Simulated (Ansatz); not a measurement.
**CrCl (sextet): the correlation ladder, def2-SVP**

Aim: climb from Hartree-Fock through coupled cluster and multireference methods for CrCl (sextet) at one geometry and basis, and see what each rung misses.

Method: def2-SVP, core rule «outside noble gas», up to 14 orbitals frozen; program: Ansatz 0.2.0, Gaussian basis.

The runs, in order: UHF; CCSD(T) on ROHF; CCSD(T) on UHF; CISD; CCSDT(Q) on ROHF; CCSDT(Q) on UHF; CASSCF and MRCISD+Q, 13 electrons in 10 orbitals; CASSCF and NEVPT2, 13 electrons in 10 orbitals.

23 further runs of the same task are left out: 9 for a known fault of the program, 6 that didn't finish, 8 set aside as unsound or not needed.

**1. The system**

The geometry is a PBE0/def2-TZVP stationary point (not a proven minimum).

2 atoms, charge 0, spin multiplicity 6.

Atoms are counted from 1 here; the program's logs count them from 0.

Bond lengths: Cr1–Cl2 2.202 Å.

**2. UHF**

File in.yaml:

```yaml
crystal:
  periodic: [false, false, false]
  atoms:
    - {symbol: Cr, position_ang: [0.000000, 0.000000, 0.000000]}
    - {symbol: Cl, position_ang: [0.000000, 0.000000, 2.201800]}
basis:
  gaussian: {orbitals: def2-SVP}
magnetization: {spin_polarized: true, initial_magnetization: 5}
hamiltonian: {xc: hf}
output: {orbitals: {seedname: orbitals}}
```

Launch:

```sh
> ansatz run in.yaml --threads 1 --pin off --events-out ev --progress --plain --max-ram 2393MiB
```

The runs that follow: CCSD(T) on ROHF; CCSD(T) on UHF; CISD; CCSDT(Q) on ROHF; CCSDT(Q) on UHF; CASSCF and MRCISD+Q, 13 electrons in 10 orbitals; CASSCF and NEVPT2, 13 electrons in 10 orbitals.

**Question.** What will the summary of the whole plan be? Wanted: UCCSDT(Q) below the RHF energy; RMP2 from UCCSDT(Q); UMP2 from UCCSDT(Q); RCCSD from UCCSDT(Q); RCCSD(T) from UCCSDT(Q); UCCSD(T) from UCCSDT(Q); RCCSDT(Q) from UCCSDT(Q); NEVPT2 valence from UCCSDT(Q); MRCISD+Q valence from UCCSDT(Q).

**Answer**, as computed:

| quantity | value |
| --- | --- |
| UCCSDT(Q) below the RHF energy | -6.2133 eV |
| RMP2 from UCCSDT(Q) | +723.1 meV |
| UMP2 from UCCSDT(Q) | +681.1 meV |
| RCCSD from UCCSDT(Q) | +166.7 meV |
| RCCSD(T) from UCCSDT(Q) | +40.6 meV |
| UCCSD(T) from UCCSDT(Q) | +28.3 meV |
| RCCSDT(Q) from UCCSDT(Q) | +13.0 meV |
| NEVPT2 valence from UCCSDT(Q) | +1427.9 meV |
| MRCISD+Q valence from UCCSDT(Q) | +98.8 meV |
| levels within 1 kcal/mol (43 meV) | RCCSD(T), UCCSD(T), RCCSDT, UCCSDT, RCCSDT(Q) |
| T1 diagnostic | 0.038 |
| effectively unpaired electrons | 5.00 |

**Reading.** RCCSD(T) lands +40.6 meV from the yardstick (0.7 % of the correlation energy). One determinant dominates. Of the multireference levels listed MRCISD+Q valence comes nearest in total energy (+98.8 meV), which doesn't show that its space is the better one. These misses are within one basis, not against nature; the frozen cores of restricted and unrestricted runs differ, which can shift their rows.
